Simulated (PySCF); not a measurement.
# H12Si5: the cost of one run

Computed with PySCF 2.14.0, with density-fitted response routines of our own, on a single molecule in the gas phase. Atoms count from 0, in the outputs and in this text.

### 1 Starting geometry

17 atoms, charge 0, multiplicity 1; geometry from: GFN2-xTB. The atoms were then displaced at random by about 0.03 Å, so the start is not that level's minimum.

Bonds of the start (Å): Si0–Si1 2.28, Si1–Si2 2.35, Si2–Si3 2.18, Si3–Si4 2.33, Si0–H5 1.56, Si0–H6 1.44, Si0–H7 1.52, Si1–H8 1.50, Si1–H9 1.45, Si2–H10 1.50, Si2–H11 1.51, Si3–H12 1.51, Si3–H13 1.60, Si4–H14 1.45, Si4–H15 1.44, Si4–H16 1.52.

### 2 Geometry optimisation at PBE0-D3(BJ)/def2-SVP

Job settings and geometry (Å):

```
{"job": {"xc": "PBE0", "basis": "def2-SVP", "d3": "d3bj", "grid": 1, "shake": 0.03, "kind": "geom"}, "charge": 0, "multiplicity": 1}
Si     2.503280     0.795650    -0.954310
Si     1.744620    -0.914500     0.344680
Si    -0.062860    -0.475250     1.776980
Si    -1.987510    -0.576830     0.767960
Si    -2.213780     0.574140    -1.239820
H      1.312680     1.385230    -1.780780
H      3.555320     0.552960    -1.899620
H      2.960830     2.017290    -0.175690
H      2.904050    -1.451260     1.134370
H      1.346490    -2.019650    -0.498860
H      0.152980     0.878690     2.380760
H      0.079740    -1.313920     3.023680
H     -2.500590    -1.967160     0.500500
H     -3.209570    -0.145060     1.711030
H     -1.338740    -0.039000    -2.214840
H     -3.537800     0.709160    -1.791230
H     -1.751670     2.012980    -1.044370
```

Started as:

```sh
OMP_NUM_THREADS=1 python probes_run.py task.json out
```

One launch serves the whole session: the jobs run in the order shown.

**Question.** How long does this first job take on 1 thread of Arm Neoverse V1, shared host, and how much memory does it need?

About 94 s, with a peak of 0.59 GiB.
